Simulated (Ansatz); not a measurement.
# BeHBr (quintet): the correlation ladder, cc-pVDZ

The task here is to estimate one member of a computed series from the others.

Method: cc-pVDZ, core rule «outside noble gas», up to 15 orbitals frozen; program: Ansatz 0.2.0, Gaussian basis.

To be run: UHF; CCSD(T) on ROHF; CCSD(T) on UHF; BCCD(T) on ROHF; CISD as a restricted active space (open shells left free, so some higher excitations enter); CCSDT(Q) on ROHF; CCSDT(Q) on UHF.

44 further runs of the same task are left out: 17 for a known fault of the program, 10 that didn't finish, 17 set aside as unsound or not needed. Runs told in other sessions of the task aren't counted.

## The geometry

The geometry is a PBE0/def2-TZVP stationary point (not a proven minimum) of the parent state, kept for this charge and spin. No spin-orbit coupling is included. The filled d shell of Br may be among the frozen orbitals whatever the setting's name suggests.

3 atoms, charge 0, spin multiplicity 5.

Atoms are counted from 1 here; the program's logs count them from 0.

Bond lengths: Br1–Be2 2.083 Å, Be2–H3 1.539 Å. Angles: Br1–Be2–H3 69.7°.

The first run:

Contents of in.yaml:

```yaml
crystal:
  periodic: [false, false, false]
  atoms:
    - {symbol: Br, position_ang: [0.000000, 0.011131, 0.226374]}
    - {symbol: Be, position_ang: [0.000000, -0.239372, -1.841083]}
    - {symbol: H, position_ang: [0.000000, 1.257889, -1.484206]}
basis:
  gaussian: {orbitals: cc-pVDZ}
magnetization: {spin_polarized: true, initial_magnetization: 4}
hamiltonian: {xc: hf}
output: {orbitals: {seedname: orbitals}}
```

The run is started by

```
$ ansatz run in.yaml --threads 1 --pin off --events-out ev --progress --plain --max-ram 2393MiB
```

Among the steps run: UHF; CCSD(T) on ROHF; CCSD(T) on UHF; BCCD(T) on ROHF; CISD as a restricted active space (open shells left free, so some higher excitations enter); CCSDT(Q) on ROHF; CCSDT(Q) on UHF.

One table of the session follows, with a row left open; its other results are not shown here.

It belongs to the step «Misses and costs». 

```
   method  from UCCSDT(Q) (kJ/mol)
     ROHF                   +382.9
      UHF                   +369.1
     RMP2                    +64.3
     UMP2                    +65.2
     CISD                    +25.5
    RCCSD                     +9.9
    UCCSD                     +9.4
 RCCSD(T)                     +2.5
 UCCSD(T)                     +2.2
  BCCD(T)                     +2.5
   RCCSDT                     +0.9
   UCCSDT                     +0.6
RCCSDT(Q)                        ?
UCCSDT(Q)                        0
```

**Question.** Estimate the row for RCCSDT(Q).

**Answer.** from UCCSDT(Q) (kJ/mol): +0.3. In the column «from UCCSDT(Q) (kJ/mol)» it lies between UCCSDT(Q) (0) and UCCSDT (+0.6).

Limits of these values: Restricted and unrestricted rows rest on different reference determinants; a gap between their highest levels can come from leftover correlation error, from unlike frozen cores or from another state.
